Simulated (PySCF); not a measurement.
**Cs2O(H2O)2: forces at shaken geometries**

Aim: move all atoms of relaxed Cs2O(H2O)2 at random and read energies and forces. The species was built from a template and needn't be a known compound.

Method: PBE, Cs def2-SVP with ECP46, O def2-SVP, H def2-SVP; scalar-relativistic core potentials, no spin–orbit coupling; program: PySCF 2.14.0.

3 further runs of the same task are left out: 2 for a known fault of the program, 1 that didn't finish.

### Step 1. The system as given

9 atoms, charge 0, spin multiplicity 1.

Bond lengths: Cs1–O3 2.519 Å, Cs2–O3 2.519 Å, O4–H5 0.978 Å, O4–H6 0.978 Å, O7–H8 0.978 Å, O7–H9 0.978 Å. Angles: Cs1–O3–Cs2 180.0°, H5–O4–H6 102.7°, H8–O7–H9 102.7°.

As a file:

```mol
Cs2H4O3
  3D, bonds by distance, orders not assigned

  9  6  0  0  0  0  0  0  0  0999 V2000
   -0.0000    0.0000    2.5194 Cs  0  0
    0.0000   -0.0000   -2.5194 Cs  0  0
   -0.0000    0.0000   -0.0000 O   0  0
   -0.0000    0.0000    5.7624 O   0  0
    0.7643    0.0000    6.3731 H   0  0
   -0.7643    0.0000    6.3731 H   0  0
    0.0000   -0.0000   -5.7624 O   0  0
    0.7643   -0.0000   -6.3731 H   0  0
   -0.7643   -0.0000   -6.3731 H   0  0
  1  3  8  0
  2  3  8  0
  4  5  8  0
  4  6  8  0
  7  8  8  0
  7  9  8  0
M  END
```

Formal oxidation states: Cs +1. An earlier session relaxed this geometry at PBE, Cs def2-SVP with ECP46, O def2-SVP, H def2-SVP (singlet, point group D2h). Its vibrations showed it to be a saddle point, relaxed within its symmetry.

Its energy there is -267.965826 Eh.

### Step 2. Atoms moved at random, σ = 0.1 Å

Input file run.py (the lines that set the calculation):

```python
mol = gto.M(atom='''
Cs     0.08794    -0.02276     2.47226
Cs    -0.10309    -0.05234    -2.42701
O      0.02040    -0.11922    -0.15220
O     -0.09422    -0.03188     5.66560
H      0.74205     0.14553     6.46230
H     -0.74286     0.06028     6.46587
O      0.10462     0.01022    -5.77237
H      0.87077     0.05805    -6.35838
H     -0.88562    -0.04788    -6.35608''',
    basis={'Cs': 'def2-SVP', 'O': 'def2-SVP', 'H': 'def2-SVP'},
    ecp={'Cs': 'def2-SVP'},
    charge=0, spin=0)
mf = dft.RKS(mol, xc='PBE')
mf.grids.atom_grid = (50, 194)
mf = mf.density_fit()  # fitting sets: Cs def2-universal-JKFIT, O def2-universal-JKFIT, H def2-universal-JKFIT
mf.conv_tol = 1e-08; mf.max_cycle = 55
mf.kernel(dm0)  # dm0: the density of the relaxed state
```

On the command line:

```
$ OMP_NUM_THREADS=2 python run.py
```

The log of the run:

```text
init E= -267.749904738356
  HOMO = -0.102026010980727  LUMO = -0.0968045117653829  gap/eV = 0.14208
cycle= 1 E= -266.821887722942  delta_E= 0.928  |g|= 1.42  |ddm|= 4.46
  HOMO = -0.144799658605332  LUMO = -0.132843712703887  gap/eV = 0.32534
cycle= 2 E= -250.362531588823  delta_E= 16.5  |g|= 4.19  |ddm|= 7.14
  HOMO = -0.238549862675988  LUMO = -0.0799831979729326  gap/eV = 4.31482
cycle= 3 E= -266.956511178366  delta_E= -16.6  |g|= 1.97  |ddm|=  5.2
  HOMO = -0.0892168851587485  LUMO = -0.0604258615739113  gap/eV = 0.78344
cycle= 4 E= -264.963672626218  delta_E= 1.99  |g|= 2.28  |ddm|=    4
  HOMO = -0.149674769021527  LUMO = -0.072749739566369  gap/eV = 2.09324
cycle= 5 E= -267.676723686191  delta_E= -2.71  |g|= 0.843  |ddm|= 3.47
  HOMO = -0.101269517878972  LUMO = -0.060710678377445  gap/eV = 1.10366
cycle= 6 E= -265.342079521389  delta_E= 2.33  |g|= 1.86  |ddm|= 3.94
  HOMO = -0.105844974614949  LUMO = -0.0544816165818567  gap/eV = 1.39767
cycle= 7 E= -267.837977189544  delta_E= -2.5  |g|= 0.476  |ddm|= 3.89
  HOMO = -0.0776633385727354  LUMO = -0.0629419663658365  gap/eV = 0.40059
cycle= 8 E= -267.867830493933  delta_E= -0.0299  |g|= 0.304  |ddm|= 1.73
  HOMO = -0.0936385090269853  LUMO = -0.041730052743415  gap/eV = 1.41250
cycle= 9 E= -267.857634549547  delta_E= 0.0102  |g|= 0.402  |ddm|= 1.71
  HOMO = -0.0794136579580863  LUMO = -0.0425678060498334  gap/eV = 1.00263
cycle= 10 E= -267.888116888179  delta_E= -0.0305  |g|= 0.251  |ddm|= 0.297
  HOMO = -0.0690561183958856  LUMO = -0.05216965169478  gap/eV = 0.45950
...
  HOMO = -0.0698352816938714  LUMO = 0.0482645084734577  gap/eV = 3.21366
cycle= 48 E= -267.910907883972  delta_E= -1.79e-07  |g|= 0.00107  |ddm|= 0.00091
  HOMO = -0.0698342488128592  LUMO = 0.0482626602091037  gap/eV = 3.21358
cycle= 49 E= -267.910908009206  delta_E= -1.25e-07  |g|= 0.000932  |ddm|= 0.000726
  HOMO = -0.0698336083323467  LUMO = 0.0482631160353976  gap/eV = 3.21358
cycle= 50 E= -267.910908101078  delta_E= -9.19e-08  |g|= 0.00081  |ddm|= 0.000598
  HOMO = -0.0698366829032456  LUMO = 0.0482612824454644  gap/eV = 3.21361
cycle= 51 E= -267.91090817872  delta_E= -7.76e-08  |g|= 0.00068  |ddm|= 0.000531
  HOMO = -0.0698374212073073  LUMO = 0.0482619602491274  gap/eV = 3.21365
cycle= 52 E= -267.910908234784  delta_E= -5.61e-08  |g|= 0.000574  |ddm|= 0.000472
  HOMO = -0.0698380524713903  LUMO = 0.0482627953049741  gap/eV = 3.21369
cycle= 53 E= -267.910908276796  delta_E= -4.2e-08  |g|= 0.000478  |ddm|= 0.000419
  HOMO = -0.0698379970803732  LUMO = 0.0482630950505279  gap/eV = 3.21369
cycle= 54 E= -267.910908306118  delta_E= -2.93e-08  |g|= 0.0004  |ddm|= 0.000359
  HOMO = -0.0698376582456795  LUMO = 0.048263247353606  gap/eV = 3.21369
cycle= 55 E= -267.91090832616  delta_E= -2e-08  |g|= 0.000338  |ddm|= 0.000298
SCF not converged.
  HOMO = -0.0699895172015574  LUMO = -0.0517168324935254  gap/eV = 0.49723
macro= 0  E= -267.910908374387  delta_E= -4.8227e-08  |g|= 0.000338062  1 KF 3 JK
macro= 1  E= -267.910908374388  delta_E= -6.25278e-13  |g|= 3.06333e-05  1 KF 2 JK
macro X = 2  E=-267.910908374388  |g|= 3.06333e-05  total 3 KF 8 JK
converged SCF energy = -267.910908374388
```

Run time: 32 s. Hardware: 2 threads of Arm Neoverse V1, shared host.

It gives: E = -267.910908 Eh (+1.494 eV from the relaxed state), HOMO -1.90 eV, LUMO -1.41 eV, Mulliken charge on Cs1 +0.40 e, largest force component 5.144 eV/Å. The gap is small, and the closed shell wasn't tested for a lower spin-broken solution.

```
atom      Fx      Fy  Fz (eV/Å)
 Cs1  -0.029  -0.019     -0.298
 Cs2  -0.120   0.053     -2.040
  O3   0.126  -0.033      2.387
  O4   2.030   0.977      5.144
  H5  -2.287  -0.682     -3.362
  H6   0.276  -0.293     -1.885
  O7  -4.360  -0.264     -0.720
  H8  -0.025   0.001     -1.020
  H9   4.388   0.260      1.795
```

### Step 3. Atoms moved at random, σ = 0.15 Å

Input file run.py (the lines that set the calculation):

```python
mol = gto.M(atom='''
Cs     0.04544    -0.00101     2.80238
Cs    -0.04742     0.03011    -2.14723
O     -0.26505     0.01390    -0.01739
O     -0.03078    -0.00629     5.45653
H      0.87782     0.04315     6.38769
H     -0.76273    -0.23218     6.30075
O      0.17443    -0.04321    -5.66310
H      0.54116     0.08244    -6.62418
H     -0.53287     0.11309    -6.49545''',
    basis={'Cs': 'def2-SVP', 'O': 'def2-SVP', 'H': 'def2-SVP'},
    ecp={'Cs': 'def2-SVP'},
    charge=0, spin=0)
mf = dft.RKS(mol, xc='PBE')
mf.grids.atom_grid = (50, 194)
mf = mf.density_fit()  # fitting sets: Cs def2-universal-JKFIT, O def2-universal-JKFIT, H def2-universal-JKFIT
mf.conv_tol = 1e-08; mf.max_cycle = 55
mf.kernel(dm0)  # dm0: the density of the relaxed state
```

On the command line:

```
$ OMP_NUM_THREADS=2 python run.py
```

The log of the run:

```text
init E= -267.526647614983
  HOMO = -0.159363429533834  LUMO = -0.154126115667586  gap/eV = 0.14251
cycle= 1 E= -266.616499522002  delta_E= 0.91  |g|= 1.52  |ddm|= 3.46
  HOMO = -0.126800242600959  LUMO = -0.120936812230626  gap/eV = 0.15955
cycle= 2 E= -249.520082647211  delta_E= 17.1  |g|= 4.86  |ddm|= 6.88
  HOMO = -0.189286981034805  LUMO = -0.0733295425183376  gap/eV = 3.15536
cycle= 3 E= -266.958101442556  delta_E= -17.4  |g|= 1.78  |ddm|= 5.82
  HOMO = -0.0657956745596404  LUMO = -0.0296918774116089  gap/eV = 0.98243
cycle= 4 E= -259.830925721291  delta_E= 7.13  |g|= 2.87  |ddm|= 6.62
  HOMO = -0.155549770700279  LUMO = -0.0548727309497086  gap/eV = 2.73956
cycle= 5 E= -267.678407746735  delta_E= -7.85  |g|=  0.6  |ddm|= 6.44
  HOMO = -0.0800582512471613  LUMO = -0.0622598707255995  gap/eV = 0.48432
cycle= 6 E= -267.175407338713  delta_E= 0.503  |g|= 1.25  |ddm|= 3.93
  HOMO = -0.0937216010848694  LUMO = -0.047743309466858  gap/eV = 1.25113
cycle= 7 E= -267.746322557494  delta_E= -0.571  |g|= 0.489  |ddm|= 3.69
  HOMO = -0.077355528312502  LUMO = -0.0459012939324778  gap/eV = 0.85591
cycle= 8 E= -267.791362551803  delta_E= -0.045  |g|= 0.283  |ddm|= 0.496
  HOMO = -0.0897826504369235  LUMO = -0.0681486663479838  gap/eV = 0.58869
cycle= 9 E= -267.792599057463  delta_E= -0.00124  |g|= 0.311  |ddm|= 0.506
  HOMO = -0.0869617457570124  LUMO = -0.0720482335746727  gap/eV = 0.40582
cycle= 10 E= -267.273793182893  delta_E= 0.519  |g|=  1.1  |ddm|= 3.19
  HOMO = -0.0880357447003091  LUMO = -0.0772131887160276  gap/eV = 0.29450
cycle= 11 E= -267.751869329569  delta_E= -0.478  |g|= 0.432  |ddm|= 1.73
  HOMO = -0.0827861080828077  LUMO = -0.0717897078219148  gap/eV = 0.29923
cycle= 12 E= -267.728622693911  delta_E= 0.0232  |g|= 0.52  |ddm|= 0.224
  HOMO = -0.0828541543024273  LUMO = -0.0720141940615893  gap/eV = 0.29497
cycle= 13 E= -267.681274308209  delta_E= 0.0473  |g|= 0.635  |ddm|= 0.291
  HOMO = -0.0835246346357649  LUMO = -0.0726408658199513  gap/eV = 0.29616
cycle= 14 E= -267.723082565874  delta_E= -0.0418  |g|= 0.534  |ddm|= 0.232
  HOMO = -0.0831259295649215  LUMO = -0.0693427433101905  gap/eV = 0.37506
cycle= 15 E= -267.823629197237  delta_E= -0.101  |g|= 0.0318  |ddm|= 1.16
  HOMO = -0.081941801504204  LUMO = -0.065449641504412  gap/eV = 0.44877
cycle= 16 E= -267.821944286985  delta_E= 0.00168  |g|= 0.0708  |ddm|= 0.346
  HOMO = -0.0809298459781985  LUMO = -0.0668441894324763  gap/eV = 0.38329
cycle= 17 E= -267.823768282855  delta_E= -0.00182  |g|= 0.0368  |ddm|= 0.34
  HOMO = -0.0816909749914241  LUMO = -0.0669710228923707  gap/eV = 0.40055
cycle= 18 E= -267.824216483279  delta_E= -0.000448  |g|= 0.00657  |ddm|= 0.125
  HOMO = -0.0816410750480452  LUMO = -0.0670675254466837  gap/eV = 0.39657
cycle= 19 E= -267.824233266474  delta_E= -1.68e-05  |g|= 0.00109  |ddm|= 0.0236
  HOMO = -0.0816659309842615  LUMO = -0.0670780804089145  gap/eV = 0.39696
cycle= 20 E= -267.824233674858  delta_E= -4.08e-07  |g|= 9.51e-05  |ddm|= 0.00268
  HOMO = -0.0816689149387531  LUMO = -0.0670770688769744  gap/eV = 0.39706
cycle= 21 E= -267.824233672631  delta_E= 2.23e-09  |g|= 0.000121  |ddm|= 0.000661
  HOMO = -0.0816683963410522  LUMO = -0.067078955137169  gap/eV = 0.39700
cycle= 22 E= -267.82423367862  delta_E= -5.99e-09  |g|= 1.56e-06  |ddm|= 0.000378
  HOMO = -0.0816686433523137  LUMO = -0.0670783611368328  gap/eV = 0.39702
Extra cycle  E= -267.824233677909  delta_E= 7.11e-10  |g|= 4.31e-05  |ddm|= 0.000131
converged SCF energy = -267.824233677909
```

It took 6.2 s on 2 threads of Arm Neoverse V1, shared host.

Result: E = -267.824234 Eh (+3.853 eV from the relaxed state), HOMO -2.22 eV, LUMO -1.83 eV, Mulliken charge on Cs1 +0.48 e, largest force component 7.103 eV/Å. The gap is small, and the closed shell wasn't tested for a lower spin-broken solution.

```
atom      Fx      Fy  Fz (eV/Å)
 Cs1  -0.126   0.018     -1.558
 Cs2   0.367   0.023     -3.915
  O3  -0.221  -0.033      4.545
  O4   0.425  -0.708      7.103
  H5  -2.524  -0.056     -3.145
  H6   2.095   0.750     -3.136
  O7  -1.869   0.872     -5.135
  H8   3.072  -0.389      1.663
  H9  -1.220  -0.479      3.580
```

### Step 4. Atoms moved at random, σ = 0.1 Å

Input file run.py (the lines that set the calculation):

```python
mol = gto.M(atom='''
Cs     0.02461    -0.13149     2.51744
Cs     0.18126     0.13504    -2.31181
O      0.04920    -0.08410    -0.12157
O     -0.08964     0.17224     5.72724
H      0.71117    -0.03185     6.36283
H     -0.64390     0.00128     6.48055
O     -0.12758    -0.01515    -5.86671
H      0.50893    -0.00561    -6.45596
H     -0.61405    -0.04037    -6.33201''',
    basis={'Cs': 'def2-SVP', 'O': 'def2-SVP', 'H': 'def2-SVP'},
    ecp={'Cs': 'def2-SVP'},
    charge=0, spin=0)
mf = dft.RKS(mol, xc='PBE')
mf.grids.atom_grid = (50, 194)
mf = mf.density_fit()  # fitting sets: Cs def2-universal-JKFIT, O def2-universal-JKFIT, H def2-universal-JKFIT
mf.conv_tol = 1e-08; mf.max_cycle = 55
mf.kernel(dm0)  # dm0: the density of the relaxed state
```

On the command line:

```
$ OMP_NUM_THREADS=2 python run.py
```

The log of the run:

```text
init E= -267.908292909569
  HOMO = -0.0662290241814941  LUMO = -0.0541517201935006  gap/eV = 0.32864
cycle= 1 E= -267.712826503162  delta_E= 0.195  |g|= 0.25  |ddm|= 1.63
  HOMO = -0.146031716883561  LUMO = -0.0438798367847951  gap/eV = 2.77969
cycle= 2 E= -267.572227289601  delta_E= 0.141  |g|= 0.782  |ddm|= 1.99
  HOMO = -0.0687509920052449  LUMO = -0.0365028005242981  gap/eV = 0.87752
cycle= 3 E= -267.727562901006  delta_E= -0.155  |g|= 0.146  |ddm|= 0.816
  HOMO = -0.0594706290676164  LUMO = -0.041769682648472  gap/eV = 0.48167
cycle= 4 E= -267.736769221741  delta_E= -0.00921  |g|= 0.0672  |ddm|= 0.754
  HOMO = -0.0563021714473983  LUMO = -0.0419574823688884  gap/eV = 0.39034
cycle= 5 E= -267.728981366038  delta_E= 0.00779  |g|= 0.163  |ddm|= 0.464
  HOMO = -0.0576789496096181  LUMO = -0.0420542268643398  gap/eV = 0.42517
cycle= 6 E= -267.734936642491  delta_E= -0.00596  |g|= 0.0916  |ddm|= 0.202
  HOMO = -0.0601071824080933  LUMO = -0.0423997272337251  gap/eV = 0.48184
cycle= 7 E= -267.737702622743  delta_E= -0.00277  |g|= 0.00909  |ddm|= 0.24
  HOMO = -0.0603451051150385  LUMO = -0.0424068099864124  gap/eV = 0.48813
cycle= 8 E= -267.737726219916  delta_E= -2.36e-05  |g|= 0.00155  |ddm|= 0.0221
  HOMO = -0.0603760001574778  LUMO = -0.0424284289177283  gap/eV = 0.48838
cycle= 9 E= -267.737726710011  delta_E= -4.9e-07  |g|= 0.000388  |ddm|= 0.00164
  HOMO = -0.0603711457303994  LUMO = -0.0424292104250737  gap/eV = 0.48822
cycle= 10 E= -267.737726701224  delta_E= 8.79e-09  |g|= 0.000356  |ddm|= 0.000746
  HOMO = -0.0603785374918313  LUMO = -0.0424212562697816  gap/eV = 0.48864
cycle= 11 E= -267.737726745917  delta_E= -4.47e-08  |g|= 3.13e-05  |ddm|= 0.00138
  HOMO = -0.0603768451534569  LUMO = -0.0424212106155552  gap/eV = 0.48860
cycle= 12 E= -267.737726746387  delta_E= -4.7e-10  |g|= 9.53e-06  |ddm|= 0.000161
  HOMO = -0.0603812206033572  LUMO = -0.0424211244702017  gap/eV = 0.48872
Extra cycle  E= -267.737726740282  delta_E= 6.1e-09  |g|= 0.000141  |ddm|= 0.000405
converged SCF energy = -267.737726740282
```

Wall time 4.4 s (2 threads of Arm Neoverse V1, shared host).

It gives: E = -267.737727 Eh (+6.207 eV from the relaxed state), HOMO -1.64 eV, LUMO -1.15 eV, Mulliken charge on Cs1 +0.36 e, largest force component 36.439 eV/Å. The gap is small, and the closed shell wasn't tested for a lower spin-broken solution.

```
atom       Fx      Fy  Fz (eV/Å)
 Cs1    0.002  -0.009     -0.304
 Cs2    0.204   0.317     -3.028
  O3   -0.196  -0.296      3.375
  O4    2.875  -0.476      1.240
  H5   -0.558   0.569     -2.072
  H6   -2.313  -0.096      0.787
  O7   29.208   1.650     35.655
  H8    7.217   0.163     -4.121
  H9  -36.439  -1.821    -31.532
```

### Step 5. The displacements side by side

| σ (Å) | energy rise (eV) | harmonic estimate −½ F·u (eV) | largest force component (eV/Å) |
| --- | --- | --- | --- |
| 0.1 | 1.494 | 1.381 | 5.14 |
| 0.15 | 3.853 | 3.593 | 7.10 |
| 0.1 | 6.207 | 8.579 | 36.44 |

Every displacement raises the energy. For a harmonic well the rise equals −½ F·u; the two differ by at most 38 % here (a move with σ = 0.1 Å), from anharmonicity, the grid and the small forces left at the relaxed point. The bases are small and lack diffuse functions. Spin–orbit coupling is left out.
